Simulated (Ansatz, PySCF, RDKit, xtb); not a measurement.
**Which structure has the formula C2H6Be?**

Only the formula C2H6Be is given. Aim: find the structure of lowest free energy at 298.15 K, then its properties.

The funnel: GFN2-xTB relaxations, single points with a density functional, relaxations at BLYP-D3(BJ)/def2-SVP, harmonic vibrations, and a last energy at a higher level. All values are calculated.

5 further runs of the same task are left out: 5 set aside as unsound or not needed.

### 1 Candidates

All bonding patterns within simple valence rules are listed by program: one Lewis structure each, at most two rings and one unusual centre or charged pair. O–O, O–halogen and N–halogen bonds and N–N–N chains are not drawn. That gives 2 candidates.

```csv
label,SMILES,spin
c405,[BeH][CH2]C,singlet
c879,[CH3][Be][CH3],singlet
```

Candidates are built by distance geometry, with a force field where one applies, in up to four conformers (letters a to d). 1 start with atoms placed at random is added, to find patterns that the rules miss.

**Question.** With final energies at CCSD(T)/def2-TZVPP, which structure will this search put lowest in free energy, and by what margin?

| quantity | value |
| --- | --- |
| lowest structure found | [CH3][Be][CH3], singlet, D3d |
| next finalist | [BeH][CH2]C, singlet, 17.3 kcal/mol higher in G |
| share at equilibrium, among the finalists | 100.0 % |
| harmonic wavenumbers, lowest and highest (BLYP-D3(BJ)/def2-SVP) | 24 and 2993 cm⁻¹ |
| rotational constants, same geometry | 2.634, 0.172, 0.172 cm⁻¹ |
| dipole moment (PBE0/def2-TZVPD) | 0.00 D |
| HOMO energy (PBE0/def2-TZVPD) | -8.10 eV |
| LUMO energy (PBE0/def2-TZVPD) | -0.02 eV |
| HOMO–LUMO gap (PBE0/def2-TZVPD) | 8.08 eV |
| lowest excitation (TD-PBE0/def2-SVPD) | 6.87 eV (f = 0.000) |
| lowest triplet excitation, same level, Tamm-Dancoff | 6.47 eV |
| vertical ionisation energy | 10.36 eV |
| vertical electron affinity | -0.82 eV (unbound: the value depends on the basis) |
| vertical triplet less singlet | +6.35 eV |

The search ends on `[CH3][Be][CH3]`. Among the finalists first place is clear (17.3 kcal/mol); structures outside the list aren't covered. r2SCAN-D4/def2-SVP, BLYP-D3(BJ)/def2-SVP, HF/def2-TZVPP and MP2/def2-TZVPP already put its bonding pattern lowest among the structures in one piece. Lowest found is not proven lowest: the search is finite, and each finalist counts with one conformer. Patterns outside the rules of the enumeration were met only by chance. The lowest isomer need not be the one that is made and kept in a bottle, which depends on barriers.
